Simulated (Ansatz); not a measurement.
# CaB2: the cost of one run

Program: Ansatz 0.2.0. Level of theory: DFT PBE, scalar-relativistic, plane waves, PAW. These are calculated values, not measurements.

### Step 1. Starting point

It takes space group I4/mmm (No. 139, tetragonal). Conventional cell: a = 3.086 Å, b = 3.086 Å, c = 7.570 Å, α = 90.00°, β = 90.00°, γ = 90.00°. Ca (site symmetry 4/mmm) is surrounded by 10 B at 2.51 to 2.54 Å. Around B (site symmetry 4mm) lie 5 B at 2.50 to 2.53 Å and 5 Ca at 2.51 to 2.54 Å.

Coordinates:

```xyz
3
Lattice="-1.5430 1.5430 3.7852 1.5430 -1.5430 3.7852 1.5430 1.5430 -3.7852" Properties=species:S:1:pos:R:3 pbc="T T T"
Ca    0.0000    0.0000    0.0000
B     0.0000    0.0000    5.0343
B     0.0000    0.0000    2.5361
```

This is candidate A: MoSi2 (C11b) type (I4/mmm, No. 139).

(A quick probe on a coarse mesh, which set the mesh and smearing, is not shown.)

### Step 3. Rough relaxation on the coarse mesh (candidate A)

File input.yaml:

```yaml
crystal:
  lattice:
    - [-1.5430108917, 1.5430108917, 3.7851985937]
    - [1.5430108917, -1.5430108917, 3.7851985937]
    - [1.5430108917, 1.5430108917, -3.7851985937]
  atoms:
    - { symbol: Ca, position: [0.0, 0.0, 0.0] }
    - { symbol: B, position: [0.665, 0.665, 0.0] }
    - { symbol: B, position: [0.335, 0.335, 0.0] }
basis:
  ecutwfc: 420
kpoints:
  mp_grid: { grid: [8, 8, 8] }
hamiltonian:
  xc: pbe
scf:
  occupations: { method: gaussian, width: 0.1 }
  lower_state_search: "off"
output:
  forces: true
  stress: true
  eigenvalues: true
relax:
  adjacent_minimum: "off"
  f_tol: 0.04
  max_steps: 70
  cell: { stress_tol: 0.4 }
```

Started as:

```bash
ansatz run input.yaml --threads 1 --pin off --max-ram 2560MiB --backend cpu --events-out ev --progress --plain --runs-dir out
```

Q: Estimate wall time and peak memory on 1 thread of Arm Neoverse V1, shared host.

About 23 s, with a peak of 0.31 GiB.
